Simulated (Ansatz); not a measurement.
# C₆H₇Al: how energies converge with the basis set

One table from this session's results is given with a row withheld; the runs are named, their logs left out.

The runs use Ansatz 0.2.0, Gaussian basis; one geometry, several basis sets.

Levels to be run: PBE0-D4/def2-SVP; ωB97M-V/def2-SVP; PBE0-D4/def2-QZVPP; ωB97M-V/def2-QZVPP; the functionals' def2-TZVPP values are taken from earlier runs.

**Structure used throughout**

An earlier PBE0-D4 in a triple-zeta def2 set relaxation fixed the geometry.

SMILES `[AlH2][c]1ccccc1`, 14 atoms, charge 0, spin multiplicity 1.

Atoms are counted from 1 here; the program's logs count them from 0.

Bond lengths: Al1–C2 1.940 Å, Al1–H8 1.588 Å, Al1–H9 1.588 Å, C2–C3 1.401 Å, C2–C7 1.401 Å, C3–C4 1.387 Å, C3–H10 1.087 Å, C4–C5 1.388 Å, C4–H11 1.084 Å, C5–C6 1.388 Å, C5–H12 1.084 Å, C6–C7 1.387 Å, C6–H13 1.084 Å, C7–H14 1.087 Å. Angles: C2–Al1–H8 119.2°, C2–Al1–H9 119.2°, H8–Al1–H9 121.6°, Al1–C2–C3 121.2°, Al1–C2–C7 121.3°, C3–C2–C7 117.4°, C2–C3–C4 121.5°, C2–C3–H10 119.7°, C4–C3–H10 118.8°, C3–C4–C5 119.8°, C3–C4–H11 120.2°, C5–C4–H11 120.0°, C4–C5–C6 120.0°, C4–C5–H12 120.0°, C6–C5–H12 120.0°, C5–C6–C7 119.8°, C5–C6–H13 120.0°, C7–C6–H13 120.2° and more.

Set-up of the first run:

The input, in.yaml:

```yaml
crystal:
  periodic: [false, false, false]
  atoms:
    - {symbol: Al, position_ang: [0.017201, -1.712000, 2.099449]}
    - {symbol: C, position_ang: [0.003415, -0.485999, 0.596023]}
    - {symbol: C, position_ang: [0.649994, -0.802533, -0.605740]}
    - {symbol: C, position_ang: [0.643815, 0.070493, -1.683080]}
    - {symbol: C, position_ang: [-0.014204, 1.287918, -1.580396]}
    - {symbol: C, position_ang: [-0.663611, 1.628738, -0.402342]}
    - {symbol: C, position_ang: [-0.652415, 0.749661, 0.670004]}
    - {symbol: H, position_ang: [0.777869, -3.099496, 1.960801]}
    - {symbol: H, position_ang: [-0.731655, -1.304866, 3.439745]}
    - {symbol: H, position_ang: [1.170345, -1.751467, -0.703619]}
    - {symbol: H, position_ang: [1.151292, -0.196015, -2.603676]}
    - {symbol: H, position_ang: [-0.020878, 1.973141, -2.420937]}
    - {symbol: H, position_ang: [-1.177853, 2.580143, -0.322073]}
    - {symbol: H, position_ang: [-1.166114, 1.032880, 1.584739]}
basis:
  gaussian: {orbitals: def2-SVP}
hamiltonian: {xc: pbe0, dispersion: d4}
output: {orbitals: {seedname: orbitals}}
```

Run with:

```bash
$ ansatz run in.yaml --threads 4 --pin off --events-out ev --progress --plain --max-ram 11315MiB
```

Among the steps run: PBE0-D4 in def2-SVP; ωB97M-V in def2-SVP; PBE0-D4 in def2-QZVPP; ωB97M-V in def2-QZVPP.

One table of the session follows, with a row left open; its other results are not shown here.

It belongs to the step «Functionals by basis». 

| functional | basis | HOMO (eV) | LUMO (eV) |
| --- | --- | --- | --- |
| PBE0-D4 | def2-SVP | -7.38 | -1.62 |
| PBE0-D4 | def2-TZVPP | -7.40 | -1.65 |
| PBE0-D4 | def2-QZVPP | -7.41 | -1.67 |
| ωB97M-V | def2-SVP | -9.45 | 0.10 |
| ωB97M-V | def2-TZVPP | ? | ? |
| ωB97M-V | def2-QZVPP | -9.49 | -0.11 |

Q: Estimate the row for ωB97M-V, def2-TZVPP from the others.

**Answer.** HOMO (eV): -9.48; LUMO (eV): 0.01. In the column «HOMO (eV)» it lies between ωB97M-V, def2-QZVPP (-9.49) and ωB97M-V, def2-SVP (-9.45).
